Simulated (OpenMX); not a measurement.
The system is GaGe.

```
Ge Ga
1.0
     0.00000    2.89784    2.89784
     2.89784    0.00000    2.89784
     2.89784    2.89784    0.00000
Ge Ga
1 1
Direct
  0.00000 0.00000 0.00000
  0.25000 0.25000 0.25000
```

The cell comes from a database or a generator and needn't be the stable form of this composition.

```yaml
Program: OpenMX 3.8.5
Task: single point
Functional: PBE
Potentials_or_basis: OpenMX 2013 PBE set, Ge7.0-s3p2d2, Ga7.0-s3p2d2, grid cutoff 500 Ry
k_mesh: 9 × 9 × 9
Occupations: fermi-dirac, width 0.05 eV
Spin: no spin polarisation
```

On this cell: pressure 1.6 GPa; largest force zero by symmetry; band gap on the k mesh none (metal or under the smearing width).

The same run follows on a disturbed copy (atoms moved at random, drawn with an rms of 0.05 Å):

```
CELL_PARAMETERS angstrom
0.00000 2.89784 2.89784
2.89784 0.00000 2.89784
2.89784 2.89784 0.00000
ATOMIC_POSITIONS crystal
Ge 0.99277 0.98973 0.02535
Ga 0.23997 0.24662 0.26427
```

Problem. What changes?

Solution. The energy (extrapolated to zero smearing) moves by +1.6 meV/atom; pressure 1.7 GPa; largest force 0.165 eV/Å; band gap on the k mesh none (metal or under the smearing width).

Forces on the atoms (eV/Å):
```
Ge  -0.041 -0.151  0.022
Ga   0.052  0.151 -0.041
```

The forces don't sum to zero, so they hold noise of the program's grid.

Caveats: the basis of atomic orbitals isn't converged, which shifts pressures, moduli and gaps.
